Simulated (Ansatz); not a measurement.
**Al2TeO2: from a guess to a relaxed structure**

Aim: relax a trial structure of Al2TeO2 and see where it ends.

Method: DFT PBE+D3(BJ), scalar-relativistic, plane waves, PAW, in Ansatz 0.2.0.

## 1. Starting point

Symmetry: P-3m1, No. 164, trigonal system. Conventional cell: a = 3.266 Å, b = 3.266 Å, c = 7.442 Å, α = 90.00°, β = 90.00°, γ = 120.00°. Around Al (site symmetry 3m) lie 4 O at 1.97 to 2.85 Å and 3 Te at 2.76 Å. Te (site symmetry -3m) is surrounded by 6 Al at 2.76 Å. Around O (site symmetry 3m) lie 3 Al at 1.97 Å.

As a file:

```cif
data_structure
_symmetry_space_group_name_H-M 'P-3m1'
_symmetry_Int_Tables_number 164
_cell_length_a 3.2661
_cell_length_b 3.2661
_cell_length_c 7.4415
_cell_angle_alpha 90.000
_cell_angle_beta 90.000
_cell_angle_gamma 120.000
_cell_volume 68.75
loop_
_atom_site_label
_atom_site_type_symbol
_atom_site_symmetry_multiplicity
_atom_site_Wyckoff_symbol
_atom_site_fract_x
_atom_site_fract_y
_atom_site_fract_z
_atom_site_occupancy
Al1 Al 2 d 0.66667 0.33333 0.27107 1
Te1 Te 1 a 0.00000 0.00000 0.00000 1
O1 O 2 d 0.33333 0.66667 0.34635 1
```

A structure generator made this guess: close-packed anion layers stacked ABC|A, with sites between them filled layer by layer (P-3m1, No. 164). Its size is a rough estimate.

## 2. Probe: one point on a coarse mesh

Input file input.yaml:

```yaml
crystal:
  lattice:
    - [3.26608518, 0.0, 0.0]
    - [-1.63304259, 2.82851274, 0.0]
    - [0.0, 0.0, 7.44150373]
  atoms:
    - { symbol: Al, position: [0.66666667, 0.33333333, 0.27107114] }
    - { symbol: Al, position: [0.33333333, 0.66666667, 0.72892886] }
    - { symbol: Te, position: [0.0, 0.0, 0.0] }
    - { symbol: O, position: [0.33333333, 0.66666667, 0.34634595] }
    - { symbol: O, position: [0.66666667, 0.33333333, 0.65365405] }
basis:
  ecutwfc: 420
kpoints:
  mp_grid: { grid: [6, 6, 4] }
hamiltonian:
  xc: pbe
  dispersion: d3bj
scf:
  occupations: { method: gaussian, width: 0.1 }
  lower_state_search: "off"
output:
  forces: true
  stress: true
  eigenvalues: true
```

Launch:

```sh
> ansatz run input.yaml --threads 1 --pin off --max-ram 2048MiB --backend cpu --events-out ev --progress --plain --runs-dir out
```

Standard output, cut to the lines that bear on the results:

```text
Warning: RAYON_NUM_THREADS=1 ignored (pool sized by the plan → 1); use --threads N
[...]
Pseudopotentials: kind: paw
Pseudopotential: Al, paw, valence charge 3, recommended cutoff 420 eV (normal), Al.paw.azcp
Pseudopotential: Te, paw, valence charge 16, recommended cutoff 420 eV (normal), Te.paw.azcp
Pseudopotential: O, paw, valence charge 6, recommended cutoff 420 eV (normal), O.paw.azcp
Functional definition: PBE
[...]
Crystal: 5 atoms, lattice volume = 68.746 Å³
Basis set: ecut = 420 eV, 1393 PW (Γ), exchange–correlation on 48×48×100 points (8 copies of the dense FFT grid, shifted against one another)
Bands: 22, of which v1, the nominal top of the filled ones, is band 17 counted from 1 (16 counted from 0)
Symmetry: 12 space group operations
Space group: P-3m1 (ITA 164), of the structure as read, at distance tolerance 4.1e-5 Å
k-points: 24 of 144
[...]
SCF iter   1: F=—  HF=-9193.591366 eV  |F-HF|=—  |Δ(HF+E_count)|=         —  Δρ=5.12e-3  dr2=3.10e-2  ethr=1.77e-3  ⟨swp⟩=6.2  Hψ=2828  notcnv=0
[...]
SCF iter   8: F=-9193.587167 eV  HF=-9193.587167 eV  |F-HF|=2.28e-8  |Δ(HF+E_count)|=   2.12e-7  Δρ=7.68e-6  dr2=5.06e-8  ethr=2.94e-10  ⟨swp⟩=5.3  Hψ=2367  notcnv=0
[...]
SCF converged after 8 iterations
Free energy (F): -9193.587167 eV
[...]
E sigma→0 (E₀):  -9193.582261 eV
Entropy (-TS):   -0.009812 eV (-1.962 meV/atom)
Fermi energy:    11.758967 eV
[...]
--- Forces (eV/Å), atoms counted from 1 ---
  atom   1  Al     0.00000000     0.00000000     1.60879534
  atom   2  Al    -0.00000000    -0.00000000    -1.60879534
  atom   3  Te     0.00000000     0.00000000     0.00000000
  atom   4  O     -0.00000000    -0.00000000    -0.11321677
  atom   5  O      0.00000000     0.00000000     0.11321677
[...]
--- Stress (GPa, compression-positive) ---
       -3.928261      -0.000000       0.000000
       -0.000000      -3.928261      -0.000000
        0.000000      -0.000000       7.439055
  P = ⅓ Tr σ = -0.1392 GPa (-1.392 kbar)
--- Band table (eV; the first three rows and the last of 24) ---
  k-point 0: bands = ["-26.2845", "-26.2723", "-26.2723", "-26.2596", "-26.2596", "-9.5026", "-9.0135", "-3.6862", "2.8857", "5.1886", "5.7809", "5.7809", "6.0137", "6.0137", "8.5943", "10.3695", "12.7400", "12.7400", "13.4442", "17.1977", "17.3633", "17.3633"]
[...]
```

Run time: 2.5 s. Hardware: 1 thread of Arm Neoverse V1, shared host; peak memory 0.33 GiB.

The probe gives pressure -0.1 GPa, largest force 1.61 eV/Å, gap on this mesh none (metal). A guess like this is first relaxed loosely on the coarse mesh.

## 3. A loose first relaxation

input.yaml, as its differences from that of step 2:

```diff
@@ -25 +25,6 @@
   eigenvalues: true
+relax:
+  adjacent_minimum: "off"
+  f_tol: 0.04
+  max_steps: 70
+  cell: { stress_tol: 0.4 }
```

Launch:

```sh
> ansatz run input.yaml --threads 1 --pin off --max-ram 2048MiB --backend cpu --events-out ev --progress --plain --runs-dir out
```

Standard output:

```text
Warning: RAYON_NUM_THREADS=1 ignored (pool sized by the plan → 1); use --threads N
Engine: ansatz 0.2.0, aarch64-unknown-linux-gnu
Pseudopotentials: kind: paw
Pseudopotential: Al, paw, valence charge 3, recommended cutoff 420 eV (normal), Al.paw.azcp
Pseudopotential: Te, paw, valence charge 16, recommended cutoff 420 eV (normal), Te.paw.azcp
Pseudopotential: O, paw, valence charge 6, recommended cutoff 420 eV (normal), O.paw.azcp
Functional definition: PBE
  parameter kappa = 0.804
  parameter beta = 0.06672455060314922
  exchange = pbe_x(kappa = kappa, mu = beta*pi^2/3)
  correlation = pbe_c(beta = beta)
Crystal: 5 atoms, lattice volume = 68.746 Å³
Basis set: ecut = 420 eV, 1393 PW (Γ), exchange–correlation on 48×48×100 points (8 copies of the dense FFT grid, shifted against one another)
Bands: 22, of which v1, the nominal top of the filled ones, is band 17 counted from 1 (16 counted from 0)
Symmetry: 12 space group operations
Space group: P-3m1 (ITA 164), of the structure as read, at distance tolerance 4.1e-5 Å
k-points: 24 of 144
Non-local potential: Al, projectors of the file, l = 0: 2, l = 1: 2, l = 2: 1
Non-local potential: Te, projectors of the file, l = 0: 2, l = 1: 2, l = 2: 2, l = 3: 2
Non-local potential: O, projectors of the file, l = 0: 2, l = 1: 2, l = 2: 1
PAW form: soft (Blöchl's): semilocal exchange-correlation on the pseudo side does not see the compensation charge
PAW one-centre angular grid: Al, 110 points (default); XC on 64 Gauss nodes
PAW one-centre angular grid: Te, 590 points (default); XC on 64 Gauss nodes
PAW one-centre angular grid: O, 110 points (default); XC on 64 Gauss nodes
Initial density: superposition of atomic densities (neutral atoms: chi_scale 0, normalization atom), corrected by the library's trained network
Initial wavefunctions: pseudopotential atomic-orbital guess
Functional: x = pbe(κ = 0.804, μ = 0.2195149727645171), c = pbe(β = 0.06672455060314922)
SCF iter   1: F=—  HF=-9193.591366 eV  |F-HF|=—  |Δ(HF+E_count)|=         —  Δρ=5.12e-3  dr2=3.10e-2  ethr=1.77e-3  ⟨swp⟩=6.2  Hψ=2828  notcnv=0
preconditioner: auto → Kerker (q_TF=auto, 2.426 Å⁻¹)  [metal: Δε(μ)=0.079 eV  Ē_g=12.101 eV  σ=0.100 eV  W_gap=0.42  n_scr=22 (ndim 8)  ℏωp=21.9 eV  f_vac=0.008  D(μ)=2.41/eV (n_scr^D=22)]
SCF iter   2: F=—  HF=-9193.588027 eV  |F-HF|=—  |Δ(HF+E_count)|=   3.34e-3  Δρ=2.31e-3  dr2=6.99e-3  ethr=9.12e-5  ⟨swp⟩=1.0  Hψ=720  notcnv=0
SCF iter   3: F=—  HF=-9193.587543 eV  |F-HF|=—  |Δ(HF+E_count)|=   4.84e-4  Δρ=9.11e-4  dr2=2.57e-3  ethr=2.06e-5  ⟨swp⟩=1.0  Hψ=516  notcnv=0
SCF iter   4: F=—  HF=-9193.587205 eV  |F-HF|=—  |Δ(HF+E_count)|=   3.39e-4  Δρ=4.29e-4  dr2=4.03e-4  ethr=7.56e-6  ⟨swp⟩=1.8  Hψ=541  notcnv=0
SCF iter   5: F=—  HF=-9193.587140 eV  |F-HF|=—  |Δ(HF+E_count)|=   6.49e-5  Δρ=1.22e-4  dr2=1.94e-5  ethr=1.19e-6  ⟨swp⟩=2.0  Hψ=678  notcnv=0
SCF iter   6: F=—  HF=-9193.587167 eV  |F-HF|=—  |Δ(HF+E_count)|=   2.71e-5  Δρ=4.66e-5  dr2=4.44e-6  ethr=5.71e-8  ⟨swp⟩=2.0  Hψ=919  notcnv=0
SCF iter   7: F=—  HF=-9193.587167 eV  |F-HF|=—  |Δ(HF+E_count)|=   1.66e-7  Δρ=2.83e-5  dr2=9.61e-7  ethr=1.31e-8  ⟨swp⟩=3.0  Hψ=1014  notcnv=0
SCF iter   8: F=-9193.587167 eV  HF=-9193.587167 eV  |F-HF|=2.26e-8  |Δ(HF+E_count)|=   2.11e-7  Δρ=7.69e-6  dr2=5.05e-8  ethr=2.94e-10  ⟨swp⟩=5.2  Hψ=2366  notcnv=0
SCF 1 converged in 8 iterations: F = -9193.587167 eV  dr2 = 5.05e-8
relax step   1: F+E_penalty+E_count = -9193.58716691 eV  Δ(F+E_penalty+E_count) = +0.000e0 eV  max|allowed force component| = 1.609e0 eV/Å  Δτ_max = 0.0000 Å  P = -0.139 GPa  Ω = 68.746 Å³  (8 SCF iters, dr2 threshold 1.00e-7 eV, accepted)
Crystal: 5 atoms, lattice volume = 70.065 Å³
Basis set: ecut = 420 eV, 1369 PW (Γ), exchange–correlation on 48×48×100 points (8 copies of the dense FFT grid, shifted against one another)
Initial density: handed on by an earlier stage of this run
Initial wavefunctions: those handed on with the density
iter 1 solved again at ethr=2.42e-4 eV; its pass at ethr=3.10e-3 eV (dr2=8.23e-2 eV) is discarded
SCF iter   1: F=—  HF=-9193.940196 eV  |F-HF|=—  |Δ(HF+E_count)|=         —  Δρ=1.56e-2  dr2=8.24e-2  ethr=2.42e-4  ⟨swp⟩=1.0  Hψ=3455  notcnv=0
preconditioner: auto → Resta (q_TF=auto, 2.419 Å⁻¹)  ε∞=4.3  [insulator: Δε(μ)=0.308 eV  Ē_g=12.052 eV  σ=0.100 eV  W_gap=0.85  n_scr=22 (ndim 8)  ℏωp=21.7 eV  f_vac=0.000  D(μ)=0.76/eV (n_scr^D=2)  ε∞_Penn≈4.3]
SCF iter   2: F=—  HF=-9193.940977 eV  |F-HF|=—  |Δ(HF+E_count)|=   7.81e-4  Δρ=8.36e-3  dr2=2.20e-2  ethr=2.42e-4  ⟨swp⟩=1.5  Hψ=555  notcnv=0
SCF iter   3: F=—  HF=-9193.946810 eV  |F-HF|=—  |Δ(HF+E_count)|=   5.83e-3  Δρ=1.43e-3  dr2=1.18e-3  ethr=6.46e-5  ⟨swp⟩=3.0  Hψ=816  notcnv=0
SCF iter   4: F=—  HF=-9193.947095 eV  |F-HF|=—  |Δ(HF+E_count)|=   2.85e-4  Δρ=9.72e-4  dr2=5.32e-4  ethr=3.47e-6  ⟨swp⟩=2.0  Hψ=810  notcnv=0
SCF iter   5: F=—  HF=-9193.947025 eV  |F-HF|=—  |Δ(HF+E_count)|=   7.05e-5  Δρ=1.55e-4  dr2=1.82e-5  ethr=1.56e-6  ⟨swp⟩=2.0  Hψ=846  notcnv=0
SCF iter   6: F=—  HF=-9193.947027 eV  |F-HF|=—  |Δ(HF+E_count)|=   2.35e-6  Δρ=4.54e-5  dr2=1.79e-6  ethr=5.36e-8  ⟨swp⟩=2.0  Hψ=708  notcnv=0
SCF iter   7: F=-9193.947030 eV  HF=-9193.947030 eV  |F-HF|=1.15e-7  |Δ(HF+E_count)|=   2.82e-6  Δρ=9.25e-6  dr2=8.87e-8  ethr=1.47e-9  ⟨swp⟩=7.0  Hψ=2451  notcnv=0
SCF 2 converged in 7 iterations: F = -9193.947030 eV  dr2 = 8.87e-8
relax step   2: F+E_penalty+E_count = -9193.94702982 eV  Δ(F+E_penalty+E_count) = -3.599e-1 eV  max|allowed force component| = 4.106e-1 eV/Å  Δτ_max = 0.1948 Å  P = -3.996 GPa  Ω = 70.065 Å³  energy of the carried Pulay correction = -3.200e-3 eV  (7 SCF iters, dr2 threshold 5.00e-7 eV, accepted)
Crystal: 5 atoms, lattice volume = 66.832 Å³
Basis set: ecut = 420 eV, 1345 PW (Γ), exchange–correlation on 48×48×100 points (8 copies of the dense FFT grid, shifted against one another)
iter 1 solved again at ethr=2.11e-4 eV; its pass at ethr=3.10e-3 eV (dr2=7.19e-2 eV) is discarded
SCF iter   1: F=—  HF=-9194.087857 eV  |F-HF|=—  |Δ(HF+E_count)|=         —  Δρ=7.52e-3  dr2=7.15e-2  ethr=2.11e-4  ⟨swp⟩=1.0  Hψ=2979  notcnv=0
preconditioner: auto → Resta (q_TF=auto, 2.438 Å⁻¹)  ε∞=4.2  [insulator: Δε(μ)=0.222 eV  Ē_g=12.422 eV  σ=0.100 eV  W_gap=0.88  n_scr=22 (ndim 8)  ℏωp=22.2 eV  f_vac=0.000  D(μ)=0.51/eV (n_scr^D=2)  ε∞_Penn≈4.2]
SCF iter   2: F=—  HF=-9194.074875 eV  |F-HF|=—  |Δ(HF+E_count)|=   1.30e-2  Δρ=4.12e-3  dr2=1.72e-2  ethr=2.10e-4  ⟨swp⟩=1.8  Hψ=573  notcnv=0
preconditioner: auto → Kerker (q_TF=auto, 2.438 Å⁻¹)  [metal: Δε(μ)=0.093 eV  Ē_g=12.235 eV  σ=0.100 eV  W_gap=0.42  n_scr=22 (ndim 8)  ℏωp=22.1 eV  f_vac=0.000  D(μ)=0.85/eV (n_scr^D=2)]
SCF iter   3: F=—  HF=-9194.072317 eV  |F-HF|=—  |Δ(HF+E_count)|=   2.56e-3  Δρ=1.21e-3  dr2=1.19e-3  ethr=5.07e-5  ⟨swp⟩=2.0  Hψ=612  notcnv=0
SCF iter   4: F=—  HF=-9194.072361 eV  |F-HF|=—  |Δ(HF+E_count)|=   4.41e-5  Δρ=5.65e-4  dr2=1.97e-4  ethr=3.50e-6  ⟨swp⟩=2.8  Hψ=972  notcnv=0
SCF iter   5: F=—  HF=-9194.072348 eV  |F-HF|=—  |Δ(HF+E_count)|=   1.26e-5  Δρ=2.09e-4  dr2=2.97e-5  ethr=5.79e-7  ⟨swp⟩=2.0  Hψ=758  notcnv=0
SCF iter   6: F=—  HF=-9194.072352 eV  |F-HF|=—  |Δ(HF+E_count)|=   3.55e-6  Δρ=7.74e-5  dr2=5.37e-6  ethr=8.74e-8  ⟨swp⟩=2.0  Hψ=764  notcnv=0
SCF iter   7: F=—  HF=-9194.072355 eV  |F-HF|=—  |Δ(HF+E_count)|=   3.58e-6  Δρ=1.80e-5  dr2=5.02e-7  ethr=1.47e-9  ⟨swp⟩=5.5  Hψ=2603  notcnv=0
SCF iter   8: F=-9194.072356 eV  HF=-9194.072356 eV  |F-HF|=2.17e-8  |Δ(HF+E_count)|=   1.49e-7  Δρ=4.61e-6  dr2=3.30e-8  ethr=1.47e-9  ⟨swp⟩=5.1  Hψ=2155  notcnv=0
SCF 3 converged in 8 iterations: F = -9194.072356 eV  dr2 = 3.30e-8
relax step   3: F+E_penalty+E_count = -9194.07235557 eV  Δ(F+E_penalty+E_count) = -1.253e-1 eV  max|allowed force component| = 2.684e-1 eV/Å  Δτ_max = 0.0892 Å  P = +1.244 GPa  Ω = 66.832 Å³  energy of the carried Pulay correction = +4.752e-3 eV  (8 SCF iters, dr2 threshold 5.00e-7 eV, accepted)
[... 11 lines left out ...]
relax step   4: F+E_penalty+E_count = -9194.22523656 eV  Δ(F+E_penalty+E_count) = -1.529e-1 eV  max|allowed force component| = 2.120e-1 eV/Å  Δτ_max = 0.0964 Å  P = +3.971 GPa  Ω = 65.247 Å³  energy of the carried Pulay correction = +8.792e-3 eV  (6 SCF iters, dr2 threshold 5.00e-7 eV, accepted)
[... 11 lines left out ...]
relax step   5: F+E_penalty+E_count = -9194.21447168 eV  Δ(F+E_penalty+E_count) = +1.076e-2 eV  max|allowed force component| = 8.557e-1 eV/Å  Δτ_max = 0.0636 Å  P = +5.022 GPa  Ω = 65.519 Å³  energy of the carried Pulay correction = +8.091e-3 eV  (6 SCF iters, dr2 threshold 5.00e-7 eV, rejected (line search))
[... 13 lines left out ...]
relax step   6: F+E_penalty+E_count = -9194.28826450 eV  Δ(F+E_penalty+E_count) = -6.303e-2 eV  max|allowed force component| = 2.597e-1 eV/Å  Δτ_max = 0.0227 Å  P = +0.264 GPa  Ω = 66.694 Å³  energy of the carried Pulay correction = +5.101e-3 eV  (8 SCF iters, accepted)
[... 10 lines left out ...]
relax step   7: F+E_penalty+E_count = -9194.28563832 eV  Δ(F+E_penalty+E_count) = +2.626e-3 eV  max|allowed force component| = 3.058e-1 eV/Å  Δτ_max = 0.0289 Å  P = -0.608 GPa  Ω = 67.391 Å³  energy of the carried Pulay correction = +3.350e-3 eV  (5 SCF iters, dr2 threshold 5.00e-7 eV, rejected (line search))
[... 12 lines left out ...]
relax step   8: F+E_penalty+E_count = -9194.29309279 eV  Δ(F+E_penalty+E_count) = -4.828e-3 eV  max|allowed force component| = 7.592e-2 eV/Å  Δτ_max = 0.0142 Å  P = +0.234 GPa  Ω = 66.881 Å³  energy of the carried Pulay correction = +4.630e-3 eV  (8 SCF iters, accepted)
[... 8 lines left out ...]
relax step   9: F+E_penalty+E_count = -9194.29311952 eV  Δ(F+E_penalty+E_count) = -2.673e-5 eV  max|allowed force component| = 6.956e-3 eV/Å  Δτ_max = 0.0074 Å  P = -0.038 GPa  Ω = 67.116 Å³  energy of the carried Pulay correction = +4.039e-3 eV  (4 SCF iters, dr2 threshold 3.60e-7 eV, accepted)
Basis set: ecut = 420 eV, 1331 PW (Γ), exchange–correlation on 48×48×96 points (8 copies of the dense FFT grid, shifted against one another)
Initial wavefunctions: pseudopotential atomic-orbital guess (no wavefunctions were taken with the density)
iter 1 solved again at ethr=2.14e-7 eV; its pass at ethr=3.10e-3 eV (dr2=7.28e-5 eV) is discarded
SCF iter   1: F=—  HF=-9194.296054 eV  |F-HF|=—  |Δ(HF+E_count)|=         —  Δρ=4.19e-4  dr2=1.09e-5  ethr=2.14e-7  ⟨swp⟩=2.7  Hψ=3882  notcnv=0
preconditioner: auto → Resta (q_TF=auto, 2.436 Å⁻¹)  ε∞=5.1  [insulator: Δε(μ)=0.126 eV  Ē_g=9.988 eV  σ=0.100 eV  W_gap=0.58  n_scr=22 (ndim 8)  ℏωp=20.3 eV  f_vac=0.000  D(μ)=0.82/eV (n_scr^D=2)  ε∞_Penn≈5.1]
SCF iter   2: F=—  HF=-9194.295968 eV  |F-HF|=—  |Δ(HF+E_count)|=   8.62e-5  Δρ=2.15e-4  dr2=2.81e-6  ethr=3.21e-8  ⟨swp⟩=2.0  Hψ=784  notcnv=0
SCF iter   3: F=—  HF=-9194.296022 eV  |F-HF|=—  |Δ(HF+E_count)|=   5.38e-5  Δρ=2.99e-5  dr2=3.92e-7  ethr=8.25e-9  ⟨swp⟩=2.0  Hψ=795  notcnv=0
SCF iter   4: F=—  HF=-9194.296022 eV  |F-HF|=—  |Δ(HF+E_count)|=   4.18e-9  Δρ=4.18e-6  dr2=3.92e-9  ethr=1.15e-9  ⟨swp⟩=2.0  Hψ=763  notcnv=0
SCF iter   5: F=-9194.296022 eV  HF=-9194.296022 eV  |F-HF|=1.03e-9  |Δ(HF+E_count)|=   1.05e-8  Δρ=1.34e-6  dr2=7.04e-10  ethr=9.41e-12  ⟨swp⟩=4.8  Hψ=1984  notcnv=0
SCF 10 converged in 5 iterations: F = -9194.296022 eV  dr2 = 7.04e-10
relax step  10: F+E_penalty+E_count = -9194.29602162 eV  Δ(F+E_penalty+E_count) = -2.902e-3 eV  max|allowed force component| = 7.157e-3 eV/Å  Δτ_max = 0.0000 Å  P = -0.003 GPa  Ω = 67.116 Å³  stress off target by 3.32e-1 GPa  SCF on the basis re-selected at this cell (its energy is not comparable with the rows above)  (5 SCF iters)
basis re-selected at this cell: Δ(F+E_penalty+E_count) = -2.902e-3 eV, ΔP = +0.035 GPa vs the last step (what re-selecting the basis moved, of the pressure what is left beyond the Pulay correction that the steps carried, after the strain that the cell walked since its last selection, with what the two solves' SCF thresholds leave and, on support functions, any second-order correction that the steps lacked; it is no measure of the basis error at this ecutwfc). The dense FFT grid was sized anew with the basis: this SCF ran on 24×24×48 points, the steps before it on 24×24×50, so part of this shift can come from that change (see relax.cell in the input reference). This SCF's stress stands 3.32e-1 GPa from its target on what of the cell is left free (relax.cell.stress_tol is 4.00e-1 GPa) and its largest allowed force component is 7.16e-3 eV/Å (relax.f_tol is 4.00e-2 eV/Å): within both
SCF converged after 5 iterations
Free energy (F): -9194.296022 eV
Harris-Foulkes:  -9194.296022 eV  (|F-HF|=1.03e-9)
Internal energy: -9194.291915 eV  (E = F + TS)
E sigma→0 (E₀):  -9194.293968 eV
Entropy (-TS):   -0.004106 eV (-0.821 meV/atom)
Fermi energy:    12.354060 eV
--- Per-component energies (eV) ---
  E_band       = -183.013069
  E_kinetic    = 587.905159
  E_local      = -1848.464487  (includes V_loc(G=0)·N_el)
  E_nonlocal   = -196.506807
  E_hartree    = 1044.332965
  E_xc         = -355.471327
  E_vxc        = -356.208478  (∫ρ·V_xc dr)
  E_paw        = -5912.756076  (= ΣΔE_a)
  E_vpaw       = -458.409573  (= ΣTr[D̂ρ^β])
  E_aug_tail   = 0.004687  (compensation charges beyond the density's cutoff)
  E_ewald      = -2511.813877
  E_disp       = -1.522151  (pairwise vdW)
  E_smearing   = -0.004106  (= −TS)
  E_closure    = 0.000000  (closes the sum)
  Σ components = -9194.296022   (vs F -9194.296022, Δ=0.00e0)
--- Forces (eV/Å), atoms counted from 1 ---
  atom   1  Al     0.00000000    -0.00000000    -0.00629450
  atom   2  Al     0.00000000     0.00000000     0.00629450
  atom   3  Te     0.00000000     0.00000000     0.00000000
  atom   4  O      0.00000000     0.00000000    -0.00715719
  atom   5  O      0.00000000    -0.00000000     0.00715719
  max |Σ_I F_I| component: 1.85e-17 eV/Å
--- Stress (GPa, compression-positive) ---
        0.161113      -0.000000       0.000000
       -0.000000       0.161113       0.000000
        0.000000       0.000000      -0.332232
  P = ⅓ Tr σ = -0.0033 GPa (-0.033 kbar)
--- Band table (eV; the first three rows and the last of 24) ---
  k-point 0: bands = ["-25.3165", "-25.2922", "-25.2922", "-25.2863", "-25.2863", "-10.5319", "-8.6015", "-2.0565", "3.4814", "4.4234", "4.7941", "4.7941", "6.0860", "6.0860", "8.3012", "10.5133", "13.5330", "13.5330", "15.0694", "17.4470", "18.0783", "18.0783"]
  k-point 1: bands = ["-25.3165", "-25.2922", "-25.2922", "-25.2863", "-25.2863", "-10.5277", "-8.6116", "-2.0291", "3.2425", "4.7939", "4.7939", "4.9142", "6.0873", "6.0873", "7.4311", "11.5560", "13.5290", "13.5290", "14.5624", "17.3789", "17.3789", "17.5827"]
  k-point 2: bands = ["-25.3165", "-25.2922", "-25.2922", "-25.2863", "-25.2863", "-10.5234", "-8.6217", "-2.0013", "3.0807", "4.7932", "4.7932", "5.5776", "6.0885", "6.0885", "6.5299", "12.9032", "13.5251", "13.5251", "13.5351", "17.1277", "17.1277", "17.7565"]
  k-point 23: bands = ["-25.3025", "-25.3025", "-25.2955", "-25.2669", "-25.2669", "-9.1615", "-9.1615", "0.9630", "2.4402", "2.7067", "2.7067", "5.5280", "6.1917", "6.1917", "6.9686", "6.9686", "8.9256", "13.1144", "13.1144", "15.8515", "16.3293", "18.1799"]
--- Relaxed structure (9 steps of the walk, 7 accepted, 1 SCFs on fresh bases) ---
  F+E_penalty+E_count = -9194.29602162 eV   max|allowed force component| = 7.157e-3 eV/Å   (the final SCF, on the basis selected at the relaxed cell)
  cell:  # Å, volume = 67.1161 Å³
    - [3.361285093576476, -5.271916377103797e-33, -5.931924426699919e-18]
    - [-1.680642546788238, 2.9109582803991825, 2.965962213349928e-18]
    - [-1.3515396962924827e-17, -8.169070128138874e-32, 6.859391020278594]
  atoms:
    - { symbol: Al, position: [0.6666666666666665, 0.3333333333333333, 0.3251821914217948] }
    - { symbol: Al, position: [0.3333333333333333, 0.6666666666666666, 0.6748178085782051] }
    - { symbol: Te, position: [-7.650787623020977e-34, 2.144830123072864e-34, 9.09147102760311e-19] }
    - { symbol: O, position: [0.3333333333333333, 0.6666666666666666, 0.3841707399533552] }
    - { symbol: O, position: [0.6666666666666665, 0.3333333333333333, 0.6158292600466448] }
```

Wall time 26 s (1 thread of Arm Neoverse V1, shared host); peak memory 0.35 GiB.

Step by step:

```csv
step,E - E(step 1) (eV/cell),largest force component (eV/Å),pressure (GPa),volume (Å³)
1,0.0000,1.6088,-0.14,68.75
2,-0.3599,0.4106,-4.00,70.07
3,-0.4852,0.2684,1.24,66.83
4,-0.6381,0.2120,3.97,65.25
5,-0.6273,0.8557,5.02,65.52
6,-0.7011,0.2597,0.26,66.69
7,-0.6985,0.3058,-0.61,67.39
8,-0.7059,0.0759,0.23,66.88
9,-0.7060,0.0070,-0.04,67.12
10,-0.7089,0.0072,0.00,67.12
```

Step 1 is the start. Step 10 repeats the geometry before it on a plane-wave basis chosen anew for that cell, so its energy need not be comparable with the rows above. Steps 5, 7 were tried and not accepted.

|  | before | after | change |
| --- | --- | --- | --- |
| a (Å) | 3.266 | 3.361 | +2.9 % |
| b (Å) | 3.266 | 3.361 | +2.9 % |
| c (Å) | 7.442 | 6.859 | -7.8 % |
| volume (Å³/atom) | 13.75 | 13.42 | -2.4 % |
| shortest distance (Å) | 1.967 | 1.982 | +0.8 % |
| space group (0.01 Å) | P-3m1 | P-3m1 | same |

The run keeps the 12 symmetry operations of the start, so it could not have lowered the symmetry.

(Part 1 of 2 ends here.)
